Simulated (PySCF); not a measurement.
# Ge2H14N2PSi2: the cost of one run

Computed with PySCF 2.14.0; each step states its level. No surroundings beyond the atoms listed, unless a continuum is named. Atoms count from 0, parts from 1.

## 1. The system as given

Each species was relaxed by itself at GFN2-xTB.

## 2. Reaction energy: PBE0-D3(BJ)/def2-SVPD

Job settings and geometry (Å):

```
{"job": {"kind": "react", "xc": "PBE0", "basis": "def2-SVPD", "disp": "d3bj"}, "charge": 1, "multiplicity": 1}
-1 Ge2H13N2PSi2 charge 0 multiplicity 1
N     -0.104990     0.320840     1.888990
Ge     0.080260    -0.218900     0.138430
Ge    -0.437900     1.743040    -1.167390
N      1.834960    -0.670780    -0.264220
Si     3.194570     0.379030    -0.348990
P     -1.078850    -2.215600     0.009560
Si    -3.101190    -1.380580     0.464280
H      0.099580    -0.373580     2.594530
H      0.384020     1.168660     2.141610
H      0.194980     1.774750    -2.530210
H     -1.907560     1.933010    -1.451240
H     -0.025810     3.029660    -0.506070
H      2.049800    -1.649920    -0.155630
H      3.757580     0.682690     0.979640
H      4.193950    -0.297900    -1.176680
H      2.702470     1.626260    -0.950210
H     -1.214170    -2.138490    -1.365440
H     -4.046210    -2.402410     0.007290
H     -3.391990    -0.114120    -0.219980
H     -3.183500    -1.195660     1.911750

-1 H4N charge 1 multiplicity 1
N      0.000020    -0.000010    -0.000020
H      0.285420     0.827550     0.541980
H      0.802970    -0.349320    -0.541640
H     -0.326410    -0.735210     0.642620
H     -0.762000     0.256980    -0.642940

+1 Ge2H14N2PSi2 charge 1 multiplicity 1
N     -0.939850    -2.072470    -1.112260
Ge     0.197490    -0.327840    -0.071160
Ge    -0.079650    -1.270300     2.200800
N     -1.080280     0.896030    -0.404720
Si    -2.331010     1.583090     0.628240
P      1.771670    -0.193560    -1.769680
Si     2.950130     1.610150    -1.019430
H     -0.692610    -2.074170    -2.099990
H     -0.760830    -3.004820    -0.745870
H     -1.939010    -1.891820    -1.045180
H     -0.053550    -0.197200     3.241160
H      1.055830    -2.223660     2.443460
H     -1.365750    -2.040990     2.268910
H     -0.964480     1.410200    -1.266150
H     -2.503520     0.555100     1.667340
H     -1.830760     2.841280     1.180890
H     -3.501590     1.729540    -0.231270
H      2.593440    -1.145780    -1.179430
H      2.035720     2.746690    -1.148920
H      3.340630     1.409210     0.381530
H      4.097980     1.661320    -1.918270

+1 H3N charge 0 multiplicity 1
N      0.001780    -0.002110     0.275080
H     -0.476420    -0.814350    -0.094930
H     -0.468590     0.820340    -0.082340
H      0.943230    -0.003880    -0.097820
```

Level: PBE0-D3(BJ)/def2-SVPD reaction energy of separated species, gas phase.

Started as:

```
OMP_NUM_THREADS=1 python cluster_run.py task.json out
```

This one command runs all jobs of the session in turn.

Q: Estimate the wall time and peak memory of this first job on 1 thread of Intel Xeon at 2.50GHz, shared host.

About 4.1 min, with a peak of 1.3 GiB.
